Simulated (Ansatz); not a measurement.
# C2H6BFS: a ladder of functionals and wavefunction methods

Aim: compute C2H6BFS with functionals from several rungs and with coupled cluster, and see how far each lands from CCSD(T) at the basis-set limit for the atomisation energy.

Program: Ansatz 0.2.0, Gaussian basis. Level of theory: functionals in def2-TZVPP, the program's frozen cores in correlated methods. These are calculated values, not measurements.

Plan: PBE-D4, r2SCAN-D4, PBE0-D4, B3LYP-D4, ωB97X-V, ωB97M-V, B2PLYP; CCSD(T)/def2-TZVPP; MP2/def2-QZVPP; extrapolation to the limit.

## Step 1: The geometry

The geometry comes from an earlier relaxation with PBE0-D4 in a triple-zeta def2 set; it is a stationary point, not always the lowest conformer.

SMILES `CBSCF`, 11 atoms, charge 0, spin multiplicity 1.

Atoms are counted from 1 here; the program's logs count them from 0.

Bond lengths: C1–B2 1.557 Å, C1–H6 1.096 Å, C1–H7 1.091 Å, C1–H8 1.097 Å, B2–S3 1.779 Å, B2–H9 1.197 Å, S3–C4 1.804 Å, C4–F5 1.371 Å, C4–H10 1.092 Å, C4–H11 1.090 Å. Angles: B2–C1–H6 109.9°, B2–C1–H7 115.2°, B2–C1–H8 109.0°, H6–C1–H7 108.6°, H6–C1–H8 105.3°, H7–C1–H8 108.3°, C1–B2–S3 120.3°, C1–B2–H9 122.1°, S3–B2–H9 117.5°, B2–S3–C4 103.2°, S3–C4–F5 111.3°, S3–C4–H10 108.0°, S3–C4–H11 109.4°, F5–C4–H10 108.3°, F5–C4–H11 108.8°, H10–C4–H11 111.1°.

As a file:

```xyz
11

C    -1.6926   -0.5903    1.1132
B    -0.4829    0.0903    0.4086
S     0.4360   -0.7812   -0.8403
C     1.7326    0.3898   -1.2896
F     2.8629    0.1940   -0.5383
H    -2.5870    0.0333    1.0048
H    -1.9258   -1.5979    0.7652
H    -1.4994   -0.6350    2.1917
H    -0.1385    1.2068    0.6709
H     1.9862    0.2269   -2.3388
H     1.3738    1.4064   -1.1267
```

## Step 2: PBE-D4 (GGA)

Contents of in.yaml:

```yaml
crystal:
  periodic: [false, false, false]
  atoms:
    - {symbol: C, position_ang: [-1.692639, -0.590319, 1.113159]}
    - {symbol: B, position_ang: [-0.482877, 0.090290, 0.408622]}
    - {symbol: S, position_ang: [0.436022, -0.781207, -0.840341]}
    - {symbol: C, position_ang: [1.732648, 0.389828, -1.289614]}
    - {symbol: F, position_ang: [2.862947, 0.193972, -0.538332]}
    - {symbol: H, position_ang: [-2.586972, 0.033350, 1.004790]}
    - {symbol: H, position_ang: [-1.925797, -1.597946, 0.765171]}
    - {symbol: H, position_ang: [-1.499448, -0.635040, 2.191701]}
    - {symbol: H, position_ang: [-0.138542, 1.206786, 0.670861]}
    - {symbol: H, position_ang: [1.986203, 0.226887, -2.338772]}
    - {symbol: H, position_ang: [1.373756, 1.406399, -1.126746]}
basis:
  gaussian: {orbitals: def2-TZVPP}
hamiltonian: {xc: pbe, dispersion: d4}
output: {forces: true, orbitals: {seedname: orbitals}}
```

Run with:

```console
ansatz run in.yaml --threads 4 --pin off --events-out ev --progress --plain --max-ram 10444MiB
```

After this run come: r2SCAN-D4 (meta-GGA); PBE0-D4 (hybrid); B3LYP-D4 (hybrid); ωB97X-V (range-separated); ωB97M-V (range-separated); B2PLYP (double hybrid); CCSD(T) in def2-TZVPP; MP2 in def2-QZVPP.

Before running them: what should the planned runs give, taken together? Wanted: atomisation energy, CCSD(T)/CBS; farthest; mean size of error, hybrid; mean size of error, range-separated; gap, smallest and largest; T1 diagnostic; triples share of the correlation energy.

**Answer**, as computed:

| quantity | value |
| --- | --- |
| atomisation energy, CCSD(T)/CBS | 979.0 kcal/mol |
| functionals within 4.9 kcal/mol (0.5 %) | B3LYP-D4 |
| farthest | PBE-D4 (+26.7 kcal/mol) |
| mean size of error, hybrid | 6.8 kcal/mol |
| mean size of error, range-separated | 6.8 kcal/mol |
| gap, smallest and largest | 5.09 eV (PBE-D4), 11.70 eV (ωB97X-V) |
| T1 diagnostic | 0.0127 |
| triples share of the correlation energy | 3.8 % |

PBE-D4 is off by +26.7 kcal/mol. Double hybrids carry the basis error of their MP2 part in triple zeta, and no dispersion term here, so their miss is partly the set-up's. Misses under about 4.9 kcal/mol are within the doubt on the reference itself, which lacks core-valence correlation, relativity and higher excitations. Hartree-Fock recovers 75 % of the binding; the rest is correlation. The gap grows from 5.1 to 11.7 eV across the functionals, mostly with the share of exact exchange.
